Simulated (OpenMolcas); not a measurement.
**Re⁴⁺ among point charges: CASSCF and CASPT2 levels and susceptibility**

How does a field of 8 point charges split the states of Re⁴⁺, and what χT follows?

Program: OpenMolcas 26.06. Level of theory: state-averaged CASSCF and CASPT2, spin-orbit coupling by RASSI with atomic mean-field integrals. These are calculated values, not measurements, unless marked.

### 1 Starting point

| Property | Result |
| --- | --- |
| Species | Re⁴⁺ (rhenium, Z = 75, 71 electrons) |
| Basis | ANO-RCC-VTZP [8s7p5d3f2g1h], 104 functions |
| Scalar Hamiltonian | DKH2, point nucleus |
| Inactive shells | 1s 2s 2p 3s 3p 3d 4s 4p 4d 4f 5s 5p |
| Active space | 3 electrons in 5 orbitals (5d) |
| Some configurations of this space | 5d³ |
| Orbitals | optimised for each spin and parity, averaged over all roots |

Outer shells as boxes (Hund's rule):

5d3
```
5d [↑ ][↑ ][↑ ][  ][  ]
```

The ion sits among 8 point charges of -1.2 e arranged as a cube (Oh), 2.27 Å from the ion.

Each step is its own input file, run in one work folder so that later steps find the files of earlier ones. Labels, J, g values, rates, χT and fits are worked out afterwards by a script from the matrices that RASSI stores. The input lists half of the charges; inversion (Group=XYZ) makes the rest.

### 2 One- and two-electron integrals

a.inp reads:

```
&GATEWAY
Coord
1

Re 0.0 0.0 0.0
Basis=ANO-RCC-VTZP
Group=XYZ
NoMove
AngMom=0.0 0.0 0.0
AMFI
XField
4 Angstrom 0
1.310585 1.310585 1.310585 -1.200000
1.310585 1.310585 -1.310585 -1.200000
1.310585 -1.310585 1.310585 -1.200000
1.310585 -1.310585 -1.310585 -1.200000
&SEWARD
```

Launch:

```console
OMP_NUM_THREADS=1 MOLCAS_MEM=1689 MOLCAS_PROJECT=a pymolcas a.inp > a.log
```

### 3 CASSCF: quartets of even parity, 10 roots

a.inp reads:

```
&RASSCF
FileOrb=start.orb
Symmetry=1
Spin=4
nActEl=3 0 0
Inactive=15 19
Ras2=5 0
CIRoot=10 10 1
SDav=10
CIMx=300
Iter=120 100
PrWF=0.3
OrbListing=Nothing
MaxOrb=0
>>> COPY $Project.JobIph JOB001
```

start.orb holds the contracted functions of the basis, ordered by shell, or the orbitals of the step before.

### 4 CASSCF: doublets of even parity, 40 roots

a.inp reads:

```
&RASSCF
FileOrb=start.orb
Symmetry=1
Spin=2
nActEl=3 0 0
Inactive=15 19
Ras2=5 0
CIRoot=40 40 1
SDav=40
CIMx=300
Iter=120 100
PrWF=0.3
OrbListing=Nothing
MaxOrb=0
>>> COPY $Project.JobIph JOB002
```

### 5 RASSI: spin-orbit coupling between the states

a.inp reads:

```
&RASSI
NrOfJobIphs=2 10 40
1 2 3 4 5 6 7 8 9 10
1 2 3 4 5 6 7 8 9 10 11 12 13 14 15 16 17 18 19 20 21 22 23 24 25 26 27
28 29 30 31 32 33 34 35 36 37 38 39 40
IphNames
JOB001
JOB002
EJob
SpinOrbit
DIPRint=1.0
SOCoupling=1000.0
Subsets=2
Property=9
'ANGMOM' 1 'ANGMOM' 2 'ANGMOM' 3 'MLTPL  1' 1 'MLTPL  1' 2 'MLTPL  1' 3
'AMFI' 1 'AMFI' 2 'AMFI' 3
SOProperty=3
'ANGMOM' 1 'ANGMOM' 2 'ANGMOM' 3
```

### 6 CASPT2: IPEA 0.25, imaginary shift 0.1 (closed shells correlated: 5s 5p)

a.inp reads:

```
>>> COPY JOB001 $Project.JobIph
&CASPT2
Multistate=10 1 2 3 4 5 6 7 8 9 10
NoMult
Frozen=14 16
IPEA=0.25
Imaginary=0.1
MaxIter=60
WThr=0.0 0.3 0.05
PrWF=0.5
NoMix
>>> COPY JOB002 $Project.JobIph
&CASPT2
Multistate=40 1 2 3 4 5 6 7 8 9 10 11 12 13 14 15 16 17 18 19 20 21 22
23 24 25 26 27 28 29 30 31 32 33 34 35 36 37 38 39 40
NoMult
Frozen=14 16
IPEA=0.25
Imaginary=0.1
MaxIter=60
WThr=0.0 0.3 0.05
PrWF=0.5
NoMix
```

(Steps that only read results are left out.)

What does the calculation give? Wanted: spin-free ground state; first state of the same spin within the active space; lowest level; next level.

As calculated:

| quantity | value |
| --- | --- |
| method | SS-CASPT2, IPEA 0.25, imaginary shift 0.1 (closed shells correlated: 5s 5p) |
| spin-free ground state | 4T1, 3-fold in its orbital part |
| first state of the same spin within the active space | 4T2 at 2960 cm⁻¹ |
| lowest level | 4-fold Γ8 |
| next level | 4062.4 cm⁻¹ |
| χT at 300 K | 0.12 cm³ K/mol |
| effective moment at 300 K | 1.00 μB |

Cost by method:

| method | time of its own steps | time with the reference |
| --- | --- | --- |
| A. CASSCF | 13 s | 13 s |
| B. SS-CASPT2, IPEA 0.25, imaginary shift 0.1, +5s 5p | 17 s | 30 s |

Times are of one thread on a shared host.

What this shows: The spin-free ground state (4T1) comes to 99 % from free-ion F terms and keeps the highest spin of the shell. χT at 300 K is 0.12, against 1.88 cm³ K/mol for the spin alone, so spin-orbit coupling lowers it. A ligand-field fit to the states below 45000 cm-1 gives 10Dq = -3766 cm-1, B = 711 cm-1 and C = 3014 cm-1 (C/B = 4.24), with a deviation of 438 cm-1. CASPT2 does not keep the components of a term degenerate, and the means are used. The field of point charges can differ much from that of real complexes. Point charges carry no covalency, so the field is a model and not that of real ligands.
